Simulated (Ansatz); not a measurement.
The system is Sn3Te.

```
Te Sn
1.0
    -2.30090    2.30090    5.51649
     2.30090   -2.30090    5.51649
     2.30090    2.30090   -5.51649
Te Sn
1 3
Direct
  0.00000 0.00000 0.00000
  0.50000 0.50000 0.00000
  0.25000 0.75000 0.50000
  0.75000 0.25000 0.50000
```

The cell comes from a database or a generator and needn't be the stable form of this composition.

- Program: Ansatz 0.2.0
- Task: single point
- Functional: PBE
- Potentials or basis: Ansatz PAW
- Cutoff: 420 eV (not typed: the program's choice for these potentials)
- k mesh: 8 × 8 × 8
- Occupations: fermi-dirac, width 0.05 eV
- Spin: no spin polarisation

On this cell: pressure -0.4 GPa; largest force under 0.003 eV/Å; band gap on the k mesh none (metal or under the smearing width).

The same run follows on a disturbed copy (atoms moved at random, drawn with an rms of 0.05 Å):

```
CELL_PARAMETERS angstrom
-2.30090 2.30090 5.51649
2.30090 -2.30090 5.51649
2.30090 2.30090 -5.51649
ATOMIC_POSITIONS crystal
Te 0.00135 0.98554 0.99037
Sn 0.48831 0.49512 0.98872
Sn 0.25328 0.75731 0.50223
Sn 0.75787 0.24469 0.49057
```

Task: What changes?

Result: The energy (extrapolated to zero smearing) moves by +3.4 meV/atom; pressure -0.3 GPa; largest force 0.134 eV/Å; band gap on the k mesh none (metal or under the smearing width).

Forces in eV/Å, atoms in the order of the input:
```
Te   0.053 -0.080  0.093
Sn  -0.064  0.070  0.094
Sn  -0.076  0.027 -0.096
Sn   0.087 -0.017 -0.091
```

Stress tensor (GPa, compression positive):
```
-0.14 -0.04  0.09
-0.04 -0.17  0.02
 0.09  0.02 -0.44
```
